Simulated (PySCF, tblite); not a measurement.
**C6H7F: a rotation path, then NMR shifts on frames**

Aim: move C6H7F (`C=C1C(F)=C1CC`) away from its starting geometry and see how NMR shifts follow the geometry.

Programs: tblite 0.8.0 and PySCF 2.14.0, with density-fitted response routines of our own. Each step states its level of theory. These are calculated values for one molecule in the gas phase, unless marked as measured. Atoms count from 0, in the outputs and in this text.

## (1) Starting geometry

14 atoms, charge 0, multiplicity 1; geometry from: GFN2-xTB.

Bonds of the start (Å): C0–C1 1.31, C1–C2 1.44, C2–F3 1.32, C2–C4 1.32, C4–C5 1.47, C5–C6 1.53, C4–C1 1.48, C0–H7 1.08, C0–H8 1.08, C5–H9 1.09, C5–H10 1.09, C6–H11 1.09, C6–H12 1.09, C6–H13 1.09.

## (2) The rotation path with GFN2-xTB

What the job is given:

```
{"job": {"kind": "neb", "xc": "GFN2-xTB", "basis": "xTB", "atoms": [1, 4, 5, 6], "turn": 120}, "charge": 0, "multiplicity": 1}
C      2.380621    -0.770748    -0.495434
C      1.467180     0.161449    -0.373108
C      0.954138     1.484479    -0.595850
F      1.139763     2.684673    -1.116903
C      0.168132     0.680191     0.099124
C     -1.087520     0.408223     0.814059
C     -1.862848    -0.725537     0.138192
H      3.298672    -0.590029    -1.026847
H      2.243584    -1.747898    -0.067100
H     -1.696108     1.315540     0.847020
H     -0.845115     0.113700     1.839763
H     -2.136821    -0.446964    -0.876627
H     -1.253671    -1.624639     0.096310
H     -2.770685    -0.942913     0.695234
```

Level: GFN2-xTB climbing-image nudged elastic band, gas phase.

Command:

```sh
$ OMP_NUM_THREADS=1 python probes_run.py task.json out
```

One launch serves the whole session: the jobs run in the order shown.

Log:

```text
image   E - E0 / eV
  0      -0.0000
  1      -0.0006
  2      -0.0003
  3       0.0009
  4       0.0016
  5       0.0014
  6       0.0005
  7      -0.0004
  8      -0.0010
```

Run time: 6.1 s. Hardware: 1 thread, shared host.

The final band, with the dihedral C1–C4–C5–C6:

```
image  dihedral (°)  energy (eV)  energy (kcal/mol)
    0           -60        0.000                0.0
    1           -46       -0.001                0.0
    2           -32        0.000                0.0
    3           -19        0.001                0.0
    4            -5        0.002                0.0
    5             9        0.001                0.0
    6            23        0.000                0.0
    7            37        0.000                0.0
    8            56       -0.001                0.0
```

## (3) Shielding tensors: image 0, PBE0/pcSseg-1

What the job is given:

```
{"job": {"kind": "nmr", "xc": "PBE0", "basis": "pcSseg-1", "pop": false}, "charge": 0, "multiplicity": 1}
C      2.380600    -0.770700    -0.495400
C      1.467200     0.161400    -0.373100
C      0.954100     1.484500    -0.595800
F      1.139800     2.684700    -1.116900
C      0.168100     0.680200     0.099100
C     -1.087500     0.408200     0.814100
C     -1.862800    -0.725500     0.138200
H      3.298700    -0.590000    -1.026800
H      2.243600    -1.747900    -0.067100
H     -1.696100     1.315500     0.847000
H     -0.845100     0.113700     1.839800
H     -2.136800    -0.447000    -0.876600
H     -1.253700    -1.624600     0.096300
H     -2.770700    -0.942900     0.695200
```

With the program's defaults for keys left out, this is: GIAO PBE0/pcSseg-1 NMR shielding, non-relativistic, gas phase.

Log:

```text
coarse grid: 11944 points
cycle   1  E = -332.0341799020  dE =  1.152e+00  |g| = 5.616e-01  |ddm| = 3.543e+00
cycle   2  E = -331.9679985853  dE =  6.618e-02  |g| = 7.836e-01  |ddm| = 1.268e+00
cycle   3  E = -332.1043370838  dE = -1.363e-01  |g| = 1.009e-01  |ddm| = 8.127e-01
cycle   4  E = -332.1066204327  dE = -2.283e-03  |g| = 3.741e-02  |ddm| = 1.527e-01
cycle   5  E = -332.1069259055  dE = -3.055e-04  |g| = 1.247e-02  |ddm| = 3.950e-02
cycle   6  E = -332.1069586307  dE = -3.273e-05  |g| = 4.200e-03  |ddm| = 1.511e-02
cycle   7  E = -332.1069625824  dE = -3.952e-06  |g| = 1.496e-03  |ddm| = 5.112e-03
final grid: 116456 points
cycle   8  E = -332.1557592783  dE = -2.730e-05  |g| = 8.253e-03  |ddm| = 3.036e-02
cycle   9  E = -332.1557430951  dE =  1.618e-05  |g| = 1.206e-02  |ddm| = 1.788e-02
cycle  10  E = -332.1557751878  dE = -3.209e-05  |g| = 2.120e-03  |ddm| = 1.201e-02
cycle  11  E = -332.1557761466  dE = -9.588e-07  |g| = 2.651e-04  |ddm| = 2.070e-03
cycle  12  E = -332.1557761607  dE = -1.414e-08  |g| = 1.053e-04  |ddm| = 3.132e-04
cycle  13  E = -332.1557761629  dE = -2.161e-09  |g| = 2.897e-05  |ddm| = 1.073e-04
cycle  14  E = -332.1557761631  dE = -1.835e-10  |g| = 6.792e-06  |ddm| = 3.511e-05
converged SCF energy = -332.1557761631

GIAO shielding tensors (ppm)
atom      isotropic    diamagn.    paramagn.     s11        s22        s33       span
  0 C      127.294     256.708    -129.415     58.148    142.022    181.711    123.563
  1 C       56.648     260.541    -203.893    -63.446     61.113    172.278    235.724
  2 C       26.040     256.734    -230.694    -59.604     62.342     75.382    134.987
  3 F      299.257     469.510    -170.253    115.538    280.774    501.459    385.921
  4 C       65.278     256.003    -190.725    -48.962     90.005    154.792    203.754
  5 C      166.463     246.555     -80.091    149.559    173.392    176.440     26.881
  6 C      173.748     247.503     -73.755    164.809    170.267    186.169     21.360
  7 H       27.941      28.084      -0.142     24.867     26.838     32.119      7.252
  8 H       28.051      32.433      -4.381     24.943     27.046     32.165      7.222
  9 H       29.028      28.953       0.074     24.203     28.494     34.386     10.183
 10 H       29.352      29.502      -0.150     25.073     27.573     35.409     10.336
 11 H       30.789      29.972       0.817     26.719     28.950     36.697      9.978
 12 H       30.216      30.854      -0.637     25.774     29.228     35.648      9.874
 13 H       30.494      28.368       2.125     26.268     27.558     37.655     11.387
```

It took 41 s on 1 thread, shared host.

The references, computed at this level on geometries of the same kind, shield at (ppm): 1H TMS 31.72, 13C TMS 186.9, 19F CFCl3 170.9. Their shielding less the atom's gives the shift. The references are single molecules in the gas phase, so shifts against H2O, NH3, PH3, H3PO4 or CFCl3 are not on the usual liquid scales and can be off by tens of ppm. Each atom is listed at this fixed geometry, with no averaging over motion; a spectrum would average atoms that exchange fast.

```csv
atoms,environment,σ (ppm),δ (ppm)
C2,fully substituted alkene carbon,26.0,160.9
C1,fully substituted alkene carbon,56.6,130.3
C4,fully substituted alkene carbon,65.3,121.6
C0,terminal =CH2 carbon,127.3,59.6
C5,allylic sp3 CH2,166.5,20.5
C6,methyl carbon,173.7,13.2
H7,hydrogen on a terminal =CH2 carbon,27.94,3.78
H8,hydrogen on a terminal =CH2 carbon,28.05,3.67
H9,hydrogen on an allylic sp3 CH2,29.03,2.69
H10,hydrogen on an allylic sp3 CH2,29.35,2.37
H12,hydrogen on a methyl carbon,30.22,1.50
H13,hydrogen on a methyl carbon,30.49,1.22
H11,hydrogen on a methyl carbon,30.79,0.93
F3,vinylic fluorine,299.3,-128.3
```

Ring of atoms C1, C2, C4: NICS(0) -28.7, NICS(1) -6.8, NICS(1)zz -7.7 ppm (means of both faces).

## (4) Nuclear shieldings: image 2, PBE0/pcSseg-1

What the job is given:

```
{"job": {"kind": "nmr", "xc": "PBE0", "basis": "pcSseg-1", "pop": false}, "charge": 0, "multiplicity": 1}
C      2.218300    -0.821300    -0.661400
C      1.401000     0.172100    -0.406800
C      1.059500     1.567700    -0.402200
F      1.410400     2.810800    -0.681800
C      0.143000     0.757500     0.097800
C     -1.171600     0.510300     0.707000
C     -1.724800    -0.834500     0.241700
H      3.185200    -0.647000    -1.099800
H      1.957800    -1.841600    -0.439400
H     -1.855900     1.324400     0.452200
H     -1.054900     0.500500     1.796300
H     -1.879400    -0.825100    -0.834600
H     -1.017400    -1.624500     0.479800
H     -2.671900    -1.049600     0.729000
```

Method: GIAO PBE0/pcSseg-1 NMR shielding, non-relativistic, gas phase.

Log:

```text
coarse grid: 11944 points
cycle   1  E = -332.0326052833  dE =  1.157e+00  |g| = 5.636e-01  |ddm| = 3.549e+00
cycle   2  E = -331.9661785534  dE =  6.643e-02  |g| = 7.853e-01  |ddm| = 1.294e+00
cycle   3  E = -332.1033886108  dE = -1.372e-01  |g| = 1.009e-01  |ddm| = 8.272e-01
cycle   4  E = -332.1056653612  dE = -2.277e-03  |g| = 3.748e-02  |ddm| = 1.501e-01
cycle   5  E = -332.1059747220  dE = -3.094e-04  |g| = 1.214e-02  |ddm| = 3.912e-02
cycle   6  E = -332.1060057375  dE = -3.102e-05  |g| = 4.102e-03  |ddm| = 1.483e-02
cycle   7  E = -332.1060094947  dE = -3.757e-06  |g| = 1.498e-03  |ddm| = 5.079e-03
final grid: 116456 points
cycle   8  E = -332.1551375602  dE = -2.873e-05  |g| = 8.821e-03  |ddm| = 3.540e-02
cycle   9  E = -332.1551173336  dE =  2.023e-05  |g| = 1.324e-02  |ddm| = 1.975e-02
cycle  10  E = -332.1551554460  dE = -3.811e-05  |g| = 2.166e-03  |ddm| = 1.327e-02
cycle  11  E = -332.1551564640  dE = -1.018e-06  |g| = 2.730e-04  |ddm| = 2.098e-03
cycle  12  E = -332.1551564790  dE = -1.499e-08  |g| = 1.112e-04  |ddm| = 3.363e-04
cycle  13  E = -332.1551564814  dE = -2.400e-09  |g| = 2.854e-05  |ddm| = 1.128e-04
cycle  14  E = -332.1551564816  dE = -1.747e-10  |g| = 6.607e-06  |ddm| = 3.597e-05
converged SCF energy = -332.1551564816

GIAO shielding tensors (ppm)
atom      isotropic    diamagn.    paramagn.     s11        s22        s33       span
  0 C      127.517     256.832    -129.314     58.848    142.475    181.228    122.380
  1 C       56.424     259.398    -202.975    -63.017     60.375    171.913    234.930
  2 C       25.351     258.078    -232.727    -60.317     61.137     75.233    135.551
  3 F      297.731     469.182    -171.451    114.502    279.538    499.153    384.651
  4 C       65.667     256.199    -190.532    -44.322     90.815    150.507    194.829
  5 C      166.326     246.221     -79.895    153.147    169.715    176.118     22.971
  6 C      173.275     247.993     -74.718    164.211    170.351    185.262     21.052
  7 H       27.964      28.019      -0.055     24.812     26.942     32.137      7.325
  8 H       28.038      32.555      -4.517     24.772     27.268     32.075      7.303
  9 H       29.066      28.785       0.281     24.270     28.552     34.375     10.105
 10 H       29.359      29.001       0.359     24.577     27.831     35.671     11.094
 11 H       30.525      30.348       0.178     26.833     28.520     36.223      9.389
 12 H       30.136      31.269      -1.133     25.890     29.005     35.512      9.622
 13 H       30.474      28.462       2.011     26.033     27.739     37.649     11.616
```

Wall time 37 s (1 thread, shared host).

This run: δ C2 161.6, C1 130.5, C4 121.3, C0 59.4, H7 3.75, H8 3.68 ppm.

## (5) Nuclear shieldings: image 4, PBE0/pcSseg-1

What the job is given:

```
{"job": {"kind": "nmr", "xc": "PBE0", "basis": "pcSseg-1", "pop": false}, "charge": 0, "multiplicity": 1}
C      2.108900    -0.817500    -0.853700
C      1.367900     0.188100    -0.454400
C      1.156200     1.582700    -0.182400
F      1.639500     2.812900    -0.180000
C      0.130500     0.791100     0.079200
C     -1.240800     0.563500     0.558600
C     -1.630900    -0.901100     0.389800
H      3.120200    -0.664200    -1.187000
H      1.737600    -1.827700    -0.860300
H     -1.927800     1.215600     0.009500
H     -1.299200     0.847000     1.615000
H     -1.605500    -1.179400    -0.661000
H     -0.926600    -1.530600     0.928300
H     -2.630600    -1.081000     0.776200
```

With the program's defaults for keys left out, this is: GIAO PBE0/pcSseg-1 NMR shielding, non-relativistic, gas phase.

Log:

```text
coarse grid: 11944 points
cycle   1  E = -332.0318842366  dE =  1.159e+00  |g| = 5.664e-01  |ddm| = 3.557e+00
cycle   2  E = -331.9646101390  dE =  6.727e-02  |g| = 7.897e-01  |ddm| = 1.321e+00
cycle   3  E = -332.1034180260  dE = -1.388e-01  |g| = 1.011e-01  |ddm| = 8.417e-01
cycle   4  E = -332.1056933113  dE = -2.275e-03  |g| = 3.793e-02  |ddm| = 1.489e-01
cycle   5  E = -332.1060104921  dE = -3.172e-04  |g| = 1.221e-02  |ddm| = 3.948e-02
cycle   6  E = -332.1060418030  dE = -3.131e-05  |g| = 4.173e-03  |ddm| = 1.486e-02
cycle   7  E = -332.1060457058  dE = -3.903e-06  |g| = 1.500e-03  |ddm| = 5.184e-03
final grid: 116456 points
cycle   8  E = -332.1544850370  dE = -2.702e-05  |g| = 7.851e-03  |ddm| = 3.975e-02
cycle   9  E = -332.1544712446  dE =  1.379e-05  |g| = 1.125e-02  |ddm| = 1.702e-02
cycle  10  E = -332.1544997042  dE = -2.846e-05  |g| = 2.107e-03  |ddm| = 1.144e-02
cycle  11  E = -332.1545006469  dE = -9.427e-07  |g| = 2.457e-04  |ddm| = 2.072e-03
cycle  12  E = -332.1545006589  dE = -1.201e-08  |g| = 1.023e-04  |ddm| = 3.021e-04
cycle  13  E = -332.1545006610  dE = -2.060e-09  |g| = 2.846e-05  |ddm| = 1.086e-04
cycle  14  E = -332.1545006611  dE = -1.712e-10  |g| = 6.902e-06  |ddm| = 3.546e-05
converged SCF energy = -332.1545006611

GIAO shielding tensors (ppm)
atom      isotropic    diamagn.    paramagn.     s11        s22        s33       span
  0 C      128.377     256.830    -128.454     59.438    144.269    181.423    121.985
  1 C       56.307     258.741    -202.434    -62.281     60.034    171.167    233.448
  2 C       24.782     258.815    -234.033    -60.827     60.526     74.647    135.474
  3 F      295.390     469.028    -173.637    111.721    278.368    496.082    384.361
  4 C       65.585     256.200    -190.616    -41.735     90.803    147.685    189.420
  5 C      166.411     245.979     -79.568    156.932    166.552    175.750     18.819
  6 C      173.138     248.131     -74.992    162.395    171.936    185.084     22.689
  7 H       27.993      27.989       0.004     24.844     26.937     32.198      7.354
  8 H       28.024      32.693      -4.669     24.689     27.461     31.921      7.231
  9 H       29.172      28.663       0.509     24.256     28.375     34.884     10.628
 10 H       29.224      28.778       0.445     24.248     28.323     35.099     10.851
 11 H       30.192      30.824      -0.631     26.606     28.400     35.571      8.964
 12 H       30.146      31.101      -0.954     26.374     28.659     35.407      9.033
 13 H       30.518      28.417       2.102     25.894     27.934     37.728     11.834
```

It took 39 s on 1 thread, shared host.

This run: δ C2 162.1, C1 130.6, C4 121.3, C0 58.5, H7 3.72, H8 3.69 ppm.

## (6) Shielding tensors: image 6, PBE0/pcSseg-1

What the job is given:

```
{"job": {"kind": "nmr", "xc": "PBE0", "basis": "pcSseg-1", "pop": false}, "charge": 0, "multiplicity": 1}
C      2.064600    -0.764900    -1.061600
C      1.361500     0.196500    -0.513000
C      1.223300     1.516300     0.037400
F      1.787100     2.674700     0.332800
C      0.127300     0.777600     0.051100
C     -1.287900     0.574600     0.394300
C     -1.593500    -0.910600     0.569900
H      3.108800    -0.632400    -1.284000
H      1.627400    -1.717500    -1.305700
H     -1.907000     0.997000    -0.404700
H     -1.519500     1.119700     1.314000
H     -1.393800    -1.452000    -0.351400
H     -0.963600    -1.323700     1.354600
H     -2.635300    -1.055800     0.844200
```

Method: GIAO PBE0/pcSseg-1 NMR shielding, non-relativistic, gas phase.

Log:

```text
coarse grid: 11944 points
cycle   1  E = -332.0324687731  dE =  1.157e+00  |g| = 5.646e-01  |ddm| = 3.549e+00
cycle   2  E = -331.9656000111  dE =  6.687e-02  |g| = 7.872e-01  |ddm| = 1.304e+00
cycle   3  E = -332.1035411570  dE = -1.379e-01  |g| = 1.009e-01  |ddm| = 8.335e-01
cycle   4  E = -332.1058127574  dE = -2.272e-03  |g| = 3.770e-02  |ddm| = 1.495e-01
cycle   5  E = -332.1061260185  dE = -3.133e-04  |g| = 1.217e-02  |ddm| = 3.931e-02
cycle   6  E = -332.1061571822  dE = -3.116e-05  |g| = 4.127e-03  |ddm| = 1.485e-02
cycle   7  E = -332.1061609922  dE = -3.810e-06  |g| = 1.500e-03  |ddm| = 5.117e-03
final grid: 116456 points
cycle   8  E = -332.1549076389  dE = -2.810e-05  |g| = 8.206e-03  |ddm| = 3.863e-02
cycle   9  E = -332.1548909571  dE =  1.668e-05  |g| = 1.215e-02  |ddm| = 1.828e-02
cycle  10  E = -332.1549232495  dE = -3.229e-05  |g| = 2.073e-03  |ddm| = 1.222e-02
cycle  11  E = -332.1549241716  dE = -9.221e-07  |g| = 2.605e-04  |ddm| = 2.013e-03
cycle  12  E = -332.1549241851  dE = -1.343e-08  |g| = 1.092e-04  |ddm| = 3.274e-04
cycle  13  E = -332.1549241874  dE = -2.352e-09  |g| = 2.827e-05  |ddm| = 1.105e-04
cycle  14  E = -332.1549241876  dE = -1.733e-10  |g| = 6.566e-06  |ddm| = 3.594e-05
converged SCF energy = -332.1549241876

GIAO shielding tensors (ppm)
atom      isotropic    diamagn.    paramagn.     s11        s22        s33       span
  0 C      127.883     256.895    -129.012     59.144    143.286    181.218    122.074
  1 C       56.395     259.119    -202.724    -62.768     60.429    171.523    234.291
  2 C       25.121     258.397    -233.276    -60.585     60.893     75.054    135.639
  3 F      296.904     469.136    -172.232    113.203    278.981    498.528    385.325
  4 C       65.684     256.079    -190.395    -43.389     90.604    149.836    193.224
  5 C      166.341     246.145     -79.804    154.594    168.491    175.938     21.344
  6 C      173.333     248.025     -74.691    163.714    171.130    185.156     21.442
  7 H       27.979      28.015      -0.035     24.833     26.941     32.164      7.331
  8 H       28.039      32.643      -4.605     24.742     27.357     32.017      7.274
  9 H       29.319      28.803       0.516     24.432     27.949     35.577     11.145
 10 H       29.095      28.845       0.251     24.206     28.648     34.432     10.226
 11 H       30.131      31.105      -0.974     26.161     28.679     35.552      9.390
 12 H       30.409      30.596      -0.187     26.755     28.584     35.888      9.133
 13 H       30.491      28.407       2.084     25.923     27.864     37.686     11.763
```

It took 37 s on 1 thread, shared host.

This run: δ C2 161.8, C1 130.5, C4 121.2, C0 59.0, H7 3.74, H8 3.68 ppm.

## (7) Nuclear shieldings: image 8, PBE0/pcSseg-1

What the job is given:

```
{"job": {"kind": "nmr", "xc": "PBE0", "basis": "pcSseg-1", "pop": false}, "charge": 0, "multiplicity": 1}
C      2.062300    -0.648300    -1.306600
C      1.384300     0.200400    -0.573200
C      1.270000     1.355100     0.273300
F      1.870000     2.368900     0.871800
C      0.139400     0.714900     0.030000
C     -1.307400     0.531200     0.211300
C     -1.602900    -0.852200     0.795300
H      3.125000    -0.550200    -1.441100
H      1.578500    -1.472100    -1.800900
H     -1.793600     0.618600    -0.765200
H     -1.702000     1.312400     0.865500
H     -1.197600    -1.627300     0.149900
H     -1.150700    -0.953500     1.779200
H     -2.675800    -0.998400     0.888400
```

With the program's defaults for keys left out, this is: GIAO PBE0/pcSseg-1 NMR shielding, non-relativistic, gas phase.

Log:

```text
coarse grid: 11944 points
cycle   1  E = -332.0337267530  dE =  1.155e+00  |g| = 5.622e-01  |ddm| = 3.542e+00
cycle   2  E = -331.9671263459  dE =  6.660e-02  |g| = 7.850e-01  |ddm| = 1.276e+00
cycle   3  E = -332.1040698156  dE = -1.369e-01  |g| = 1.010e-01  |ddm| = 8.175e-01
cycle   4  E = -332.1063574169  dE = -2.288e-03  |g| = 3.760e-02  |ddm| = 1.530e-01
cycle   5  E = -332.1066654471  dE = -3.080e-04  |g| = 1.256e-02  |ddm| = 3.974e-02
cycle   6  E = -332.1066986131  dE = -3.317e-05  |g| = 4.247e-03  |ddm| = 1.525e-02
cycle   7  E = -332.1067026613  dE = -4.048e-06  |g| = 1.492e-03  |ddm| = 5.168e-03
final grid: 116456 points
cycle   8  E = -332.1558143836  dE = -2.770e-05  |g| = 8.288e-03  |ddm| = 3.698e-02
cycle   9  E = -332.1557979333  dE =  1.645e-05  |g| = 1.219e-02  |ddm| = 1.829e-02
cycle  10  E = -332.1558302895  dE = -3.236e-05  |g| = 2.088e-03  |ddm| = 1.212e-02
cycle  11  E = -332.1558312222  dE = -9.327e-07  |g| = 2.723e-04  |ddm| = 2.062e-03
cycle  12  E = -332.1558312371  dE = -1.493e-08  |g| = 1.058e-04  |ddm| = 3.179e-04
cycle  13  E = -332.1558312393  dE = -2.186e-09  |g| = 2.879e-05  |ddm| = 1.094e-04
cycle  14  E = -332.1558312395  dE = -1.821e-10  |g| = 6.674e-06  |ddm| = 3.560e-05
converged SCF energy = -332.1558312395

GIAO shielding tensors (ppm)
atom      isotropic    diamagn.    paramagn.     s11        s22        s33       span
  0 C      127.358     256.683    -129.325     58.457    141.939    181.679    123.222
  1 C       56.679     260.574    -203.895    -63.376     60.855    172.557    235.934
  2 C       26.501     256.942    -230.440    -58.699     62.869     75.334    134.033
  3 F      299.350     469.435    -170.084    116.135    281.594    500.322    384.187
  4 C       65.323     256.128    -190.804    -48.304     89.777    154.497    202.802
  5 C      166.501     246.566     -80.065    149.970    173.102    176.431     26.461
  6 C      173.772     247.639     -73.867    165.419    169.825    186.072     20.653
  7 H       27.959      28.092      -0.133     24.875     26.845     32.156      7.280
  8 H       28.053      32.465      -4.412     24.915     27.103     32.142      7.227
  9 H       29.362      29.434      -0.072     25.049     27.548     35.489     10.439
 10 H       29.043      28.935       0.108     24.232     28.489     34.407     10.175
 11 H       30.188      30.966      -0.778     25.736     29.227     35.600      9.864
 12 H       30.778      30.039       0.740     26.751     28.897     36.687      9.936
 13 H       30.492      28.423       2.069     26.247     27.574     37.654     11.408
```

Wall time 39 s (1 thread, shared host).

In short: δ C2 160.4, C1 130.2, C4 121.6, C0 59.6, H7 3.76, H8 3.66 ppm.

## (8) Side by side: NMR shifts

Shifts (ppm) of some atoms, chosen among heavy atoms and hydrogens apart, with basis size and wall time:

```csv
frame,C2,C4,C0,C6,H12,H11,F3,functions,time
image 0,160.9,121.6,59.6,13.2,1.50,0.93,-128.3,154,41 s
image 2,161.6,121.3,59.4,13.7,1.58,1.19,-126.8,154,37 s
image 4,162.1,121.3,58.5,13.8,1.57,1.52,-124.4,154,39 s
image 6,161.8,121.2,59.0,13.6,1.31,1.59,-126.0,154,37 s
image 8,160.4,121.6,59.6,13.2,0.94,1.53,-128.4,154,39 s
```

## (9) What came out

| quantity | value |
| --- | --- |
| barrier | 0.002 eV (0.0 kcal/mol) at image 4 |
| end to end (GFN2-xTB) | -0.001 eV |
| 13C shifts against TMS (PBE0/pcSseg-1, image 0) | 160.9, 130.3, 121.6, 59.6, 20.5, 13.2 ppm |
| 1H shifts against TMS (PBE0/pcSseg-1, image 0) | 3.78, 3.67, 2.69, 2.37, 1.50, 1.22, 0.93 ppm |
| 19F shifts against CFCl3 (PBE0/pcSseg-1, image 0) | -128.3 ppm |
| range of the shift of F3 | -128.4 to -124.4 ppm |

In words: Along the band the dihedral turns by 115°, and the top (dihedral -5°) lies 0.0 kcal/mol above the start (GFN2-xTB, rough), so at room temperature this motion is fast. The top was not checked by a frequency run. Shifts at one fixed geometry are not the observed spectrum, which averages over the motion. In the first frame run (image 0): Shielding is most anisotropic at F3 (span 386 ppm, paramagnetic term -170 ppm). In ppm, F3 moves most: its shift spreads over 4.0 ppm, from -128.4 (image 8) to -124.4 (image 4).
